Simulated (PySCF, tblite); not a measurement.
**CH₉SSeSi₃ radical: geometry, infrared bands and EPR parameters**

What infrared bands and EPR parameters should CH₉SSeSi₃ radical (`[SiH3][SiH2][CH][Se][SiH2]S`) show?

Computed with tblite 0.8.0 and PySCF 2.14.0, with density-fitted response routines of our own, on a single molecule in the gas phase. Atoms are numbered from 0 throughout.

### 1 Starting geometry

15 atoms, charge 0, multiplicity 2; geometry from: force field or distance geometry start.

Bonds of the start (Å): Si0–Si1 2.23, Si1–C2 1.89, C2–Se3 1.93, Se3–Si4 2.27, Si4–S5 2.14, Si0–H6 1.47, Si0–H7 1.48, Si0–H8 1.46, Si1–H9 1.45, Si1–H10 1.49, C2–H11 1.11, Si4–H12 1.46, Si4–H13 1.49, S5–H14 1.41.

### 2 Relaxing the molecule with GFN2-xTB

The job: settings as JSON, then the geometry in Å.

```
{"job": {"kind": "relax", "xc": "GFN2-xTB", "basis": "xTB"}, "charge": 0, "multiplicity": 2}
Si    -3.393800     0.684100     0.457300
Si    -1.727700    -0.430800    -0.523500
C     -0.182700    -0.490800     0.560600
Se     1.222700     0.667200    -0.081500
Si     3.219300    -0.421100    -0.146700
S      4.744300     1.052800     0.169900
H     -3.353200     0.346200     1.890900
H     -4.709100     0.186500    -0.002600
H     -3.326900     2.120600     0.229100
H     -1.440700     0.043900    -1.861100
H     -2.217700    -1.833600    -0.621100
H      0.138100    -1.553100     0.568800
H      3.330300    -1.463800     0.867300
H      3.394800    -1.049300    -1.487500
H      4.297800     2.149200     0.935600
```

Started as:

```sh
OMP_NUM_THREADS=1 python probes_run.py task.json out
```

This one command runs all jobs of the session in turn.

**Question.** This job is followed by: GFN2-xTB harmonic vibrations, gas phase; UKS B3LYP, def2-TZVP-core on Se, pcH-1 on C H S Si, non-relativistic, mean-field spin-orbit, GIAO. Predict these results of the whole session: strongest single infrared mode (GFN2-xTB); zero-point energy (GFN2-xTB); g(iso) (B3LYP); ⟨S²⟩; largest a(iso) (averaged by class); potential on the surface of density 0.002 e/bohr³, 1st and 99th percentile.

The runs gave:

| quantity | value |
| --- | --- |
| strongest single infrared mode (GFN2-xTB) | 760 cm⁻¹, 574 km/mol |
| zero-point energy (GFN2-xTB) | 49.8 kcal/mol |
| g(iso) (B3LYP) | 2.01614 |
| ⟨S²⟩ | 0.755 (exact 0.75) |
| largest a(iso) (averaged by class) | 13C on C2, 115.8 MHz |
| potential on the surface of density 0.002 e/bohr³, 1st and 99th percentile | -0.67 V and 1.49 V |

What this shows: Relaxing lowered the energy by 0.760 eV in 115 steps; the close pair that moved most is Si0–Si1, from 2.232 to 2.331 Å. No mode is imaginary among the 39: a minimum at this level. The strongest single mode, at 760 cm⁻¹, has its largest shares on H8, H10, H6 and H7 (the list is cut at 4 atoms). Unscaled tight-binding wavenumbers are off by several per cent, some by more. Its intensities can rank the bands wrongly. Most of the unpaired spin sits on C2 (0.83 e). The isotropic g lies 13.8 ppt above the free-electron value. The hyperfine terms hold no scalar relativity, which the heavier nuclei need. These values are for one conformer; the search (at its own cheap level) found 2 more, at 0.37, 0.75 kcal/mol, and measured spectra average over such forms.
